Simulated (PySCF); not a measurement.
# Accurate constants of NbO, step by step

The task here is to estimate one member of a computed series from the others.

Method: CCSD(T) on ROHF, scalar-relativistic core potentials; program: PySCF 2.14.0.

The first run:

```
molecule             : NbO
state                : quartet, unpaired electrons σ ↑, δ ↑↑
smaller basis        : Nb aug-cc-pVDZ-PP with ECP28, O aug-cc-pVDZ
larger basis         : Nb aug-cc-pVTZ-PP with ECP28, O aug-cc-pVTZ
frozen core orbitals : 5
extrapolation        : correlation as n⁻³ (n = 2, 3), Hartree–Fock as (n+1)·exp(−9√n)
corrections          : none
distances (Å)        : 1.4903, 1.5580, 1.6258, 1.6935, 1.7612, 1.8459, 1.9306
masses (u)           : 92.9064, 15.9949
dissociation limit   : Nb + O
```

Command:

```console
OMP_NUM_THREADS=4 python comp.py task.json out
```

Steps of the session up to this table: Coupled cluster at each distance.

One table of the session follows, with a row left open; its other results are not shown here.

It belongs to the step «Constants step by step». 

| level | Re (Å) | ωe (cm⁻¹) | ωexe (cm⁻¹) | αe (cm⁻¹) | De (eV) |
| --- | --- | --- | --- | --- | --- |
| CCSD(T)/aug-cc-pVDZ(-PP) | ? | ? | ? | ? | ? |
| CCSD(T)/aug-cc-pVTZ(-PP) | 1.7044 | 972.4 | 3.56 | 0.00200 | 7.585 |
| HF/CBS | 1.6581 | 1084.0 | 2.85 | 0.00168 | 3.547 |
| MP2/CBS | 1.6990 | 988.6 | 3.43 | 0.00202 | 8.365 |
| CCSD/CBS | 1.6855 | 1026.1 | 3.14 | 0.00180 | 7.088 |
| CCSD(T)/CBS | 1.7035 | 975.4 | 3.52 | 0.00197 | 7.683 |

**Question.** Estimate the row for CCSD(T)/aug-cc-pVDZ(-PP).

The run gave: Re (Å): 1.7191; ωe (cm⁻¹): 952.8; ωexe (cm⁻¹): 3.63; αe (cm⁻¹): 0.00206; De (eV): 7.209. In the column «Re (Å)» it is the highest.

Limits of these values: An extrapolation from double and triple zeta is rough, so this isn't yet the limit.
